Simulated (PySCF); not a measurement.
# C2H5F3OSi: the cost of one run

The runs use PySCF 2.14.0, with density-fitted response routines of our own; the level of theory stands in each step. All values are computed, except where a source is named. Atoms count from 0, in the outputs and in this text.

## (1) Starting geometry

12 atoms, charge 0, multiplicity 1; geometry from: GFN2-xTB. The atoms were then displaced at random by about 0.01 Å, so the start is not that level's minimum.

Bonds of the start (Å): C0–O1 1.43, O1–Si2 1.61, Si2–C3 1.88, C3–F4 1.36, C3–F5 1.35, C3–F6 1.37, C0–H7 1.08, C0–H8 1.11, C0–H9 1.08, Si2–H10 1.46, Si2–H11 1.48.

## (2) Optimising the geometry at PBE0-D3(BJ)/def2-SVP

What the job is given:

```
{"job": {"xc": "PBE0", "basis": "def2-SVP", "d3": "d3bj", "grid": 1, "shake": 0.01, "kind": "geom"}, "charge": 0, "multiplicity": 1}
C      2.109420    -0.342420    -0.216210
O      0.687980    -0.325310    -0.085840
Si    -0.300890     0.556190     0.828690
C     -1.963730    -0.176480     0.331840
F     -2.147310    -1.487200     0.635560
F     -2.282390    -0.066800    -0.978780
F     -2.986840     0.463470     0.978210
H      2.361470    -1.009190    -1.021800
H      2.446440     0.685700    -0.458830
H      2.560910    -0.636290     0.719370
H     -0.319670     1.975780     0.509670
H     -0.125700     0.334290     2.278520
```

The run is started by

```bash
$ OMP_NUM_THREADS=1 python probes_run.py task.json out
```

This one command runs all jobs of the session in turn.

**Question.** How long does this first job take on 1 thread of Arm Neoverse V1, shared host, and how much memory does it need?

About 80 s, with a peak of 0.52 GiB.
